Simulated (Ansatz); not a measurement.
# C2H5FSi: small, medium and large basis sets

An exercise on one series of results from a longer session: the logs are not shown, and one member is left open.

Computed with Ansatz 0.2.0, Gaussian basis. Level: one geometry, several basis sets.

Levels to be run: PBE0-D4/def2-SVP; ωB97M-V/def2-SVP; PBE0-D4/def2-QZVPP; ωB97M-V/def2-QZVPP; the functionals' def2-TZVPP values are taken from earlier runs.

**Structure used throughout**

An earlier PBE0-D4 in a triple-zeta def2 set relaxation fixed the geometry.

SMILES `CC[Si]F`, 9 atoms, charge 0, spin multiplicity 1.

Atoms are counted from 1 here; the program's logs count them from 0.

Bond lengths: C1–C2 1.523 Å, C1–H5 1.091 Å, C1–H6 1.093 Å, C1–H7 1.093 Å, C2–Si3 1.891 Å, C2–H8 1.106 Å, C2–H9 1.099 Å, Si3–F4 1.621 Å. Angles: C2–C1–H5 111.2°, C2–C1–H6 111.9°, C2–C1–H7 111.2°, H5–C1–H6 107.9°, H5–C1–H7 107.0°, H6–C1–H7 107.4°, C1–C2–Si3 119.6°, C1–C2–H8 110.7°, C1–C2–H9 112.0°, Si3–C2–H8 102.3°, Si3–C2–H9 107.2°, H8–C2–H9 103.6°, C2–Si3–F4 100.1°.

Coordinates:

```mol
C2H5FSi
  3D, bonds by distance, orders not assigned

  9  8  0  0  0  0  0  0  0  0999 V2000
   -0.3848    0.8082   -0.2982 C   0  0
    0.0907   -0.2491    0.6902 C   0  0
    1.1935   -1.6621    0.0864 Si  0  0
    0.8861   -1.6021   -1.5036 F   0  0
   -0.8789    0.3515   -1.1574 H   0  0
   -1.0873    1.5082    0.1611 H   0  0
    0.4533    1.3925   -0.6853 H   0  0
   -0.7691   -0.7913    1.1260 H   0  0
    0.5850    0.1977    1.5638 H   0  0
  1  2  8  0
  2  3  8  0
  3  4  8  0
  1  5  8  0
  1  6  8  0
  1  7  8  0
  2  8  8  0
  2  9  8  0
M  END
```

Set-up of the first run:

Input file in.yaml:

```yaml
crystal:
  periodic: [false, false, false]
  atoms:
    - {symbol: C, position_ang: [-0.384788, 0.808213, -0.298185]}
    - {symbol: C, position_ang: [0.090688, -0.249101, 0.690152]}
    - {symbol: Si, position_ang: [1.193509, -1.662059, 0.086432]}
    - {symbol: F, position_ang: [0.886099, -1.602081, -1.503608]}
    - {symbol: H, position_ang: [-0.878854, 0.351501, -1.157447]}
    - {symbol: H, position_ang: [-1.087316, 1.508164, 0.161089]}
    - {symbol: H, position_ang: [0.453308, 1.392506, -0.685309]}
    - {symbol: H, position_ang: [-0.769143, -0.791281, 1.126040]}
    - {symbol: H, position_ang: [0.584998, 0.197737, 1.563835]}
basis:
  gaussian: {orbitals: def2-SVP}
hamiltonian: {xc: pbe0, dispersion: d4}
output: {orbitals: {seedname: orbitals}}
```

Among the steps run: PBE0-D4 in def2-SVP; ωB97M-V in def2-SVP; PBE0-D4 in def2-QZVPP; ωB97M-V in def2-QZVPP.

One table of the session follows, with a row left open; its other results are not shown here.

It belongs to the step «Density functionals: the series». 

```
functional       basis  HOMO (eV)  LUMO (eV)
   PBE0-D4    def2-SVP          ?          ?
   PBE0-D4  def2-TZVPP      -6.46      -2.02
   PBE0-D4  def2-QZVPP      -6.49      -2.07
   ωB97M-V    def2-SVP      -8.50       0.18
   ωB97M-V  def2-TZVPP      -8.56      -0.01
   ωB97M-V  def2-QZVPP      -8.60      -0.13
```

Estimate the missing values for PBE0-D4, def2-SVP.

The run gave: HOMO (eV): -6.41; LUMO (eV): -1.93. In the column «HOMO (eV)» it is the highest.
